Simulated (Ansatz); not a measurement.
**AlRu: how the settings move a single-point run**

Aim: see which settings change the result for AlRu, by how much, and at what cost.

Program: Ansatz 0.2.0. Level of theory: reference: DFT, LDA, all-electron LAPW, scalar-relativistic; levels and slopes on a fine mesh, independent-particle optical spectra. These are calculated values, not measurements.

**1. The structure to begin with**

It takes space group Pm-3m (No. 221, cubic). Conventional cell: a = 2.953 Å, b = 2.953 Å, c = 2.953 Å, α = 90.00°, β = 90.00°, γ = 90.00°. Al (site symmetry m-3m) has 8 Ru at 2.56 Å as nearest neighbours. Ru (site symmetry m-3m) is surrounded by 8 Al at 2.56 Å.

As a file:

```cif
data_structure
_symmetry_space_group_name_H-M 'Pm-3m'
_symmetry_Int_Tables_number 221
_cell_length_a 2.9534
_cell_length_b 2.9534
_cell_length_c 2.9534
_cell_angle_alpha 90.000
_cell_angle_beta 90.000
_cell_angle_gamma 90.000
_cell_volume 25.76
loop_
_atom_site_label
_atom_site_type_symbol
_atom_site_symmetry_multiplicity
_atom_site_Wyckoff_symbol
_atom_site_fract_x
_atom_site_fract_y
_atom_site_fract_z
_atom_site_occupancy
Al1 Al 1 a 0.00000 0.00000 0.00000 1
Ru1 Ru 1 b 0.50000 0.50000 0.50000 1
```

**2. Baseline**

input.yaml reads:

```yaml
crystal:
  lattice:
    - [2.95337210973, 0.0, 0.0]
    - [0.0, 2.95337210973, 0.0]
    - [0.0, 0.0, 2.95337210973]
  atoms:
    - { symbol: Al, position: [0.0, 0.0, 0.0] }
    - { symbol: Ru, position: [0.5, 0.5, 0.5] }
kpoints:
  mp_grid: { grid: [12, 12, 12] }
scf:
  occupations: { method: fermi_dirac, width: 0.05 }
hamiltonian:
  xc: lda
  pseudopotentials: { kind: all_electron, lapw: { basis_error: 0.001 } }
output:
  forces: true
  stress: true
  eigenvalues: true
  eigenstates:
    nscf_kmesh: { grid: [20, 20, 20] }
    de_dk: true
    e_range: [-14, 14]
  optics:
    e_range: [0, 25]
    de: 0.2
    sigma: 0.15
    bands: { spectra_wanted_up_to: 25 }
    nscf_kmesh: { grid: [20, 20, 20] }
    drude_damping: 0.1
checkpoint:
  write: ck
  write_wavefunctions: false
```

The run is started by

```bash
$ ansatz run input.yaml --threads 1 --pin off --max-ram 3072MiB --backend cpu --events-out ev --progress --plain --runs-dir out
```

**3. Changing settings: occupations.method tetrahedron_uncorrected, width left out**

Edit input.yaml of step 2 so:

```diff
@@ -11,3 +11,3 @@
 scf:
-  occupations: { method: fermi_dirac, width: 0.05 }
+  occupations: { method: tetrahedron_uncorrected }
 hamiltonian:
```

Q: Predict the outcome of this session. Wanted: for each run, ending; energy change; pressure; gap; force.

The runs gave:

| run | ending | energy change | pressure (GPa) | gap (eV) | force (eV/Å) | cycles | time |
| --- | --- | --- | --- | --- | --- | --- | --- |
| reference | converged | 0 | 0.0 | 0.00 | 0.00 | - | 2 min |
| 1: occupations.method tetrahedron_uncorrected, width left out | converged | +36.8 meV/atom (σ→0) | 0.6 | 0.00 | 0.00 | 9 | 2.1 min |

Residual by cycle in the longest SCF loop of each run; runs are numbered as in the table. The quantity is the density residual dr2, in eV.

```
cycle  reference    run 1
    1      0.242    0.246
    2      0.326    0.324
    3      0.012   0.0119
    4     2.4e-4   2.2e-4
    5     3.5e-6   4.1e-6
    6     3.1e-8   3.5e-8
    7    4.4e-10  1.9e-10
    8    1.2e-11  2.3e-11
    9    1.4e-12  1.7e-12
```

**Reading.** Changing the smearing moves the energy by +36.8 meV/atom (σ→0 values), and the pressure goes from 0.0 to 0.6 GPa.
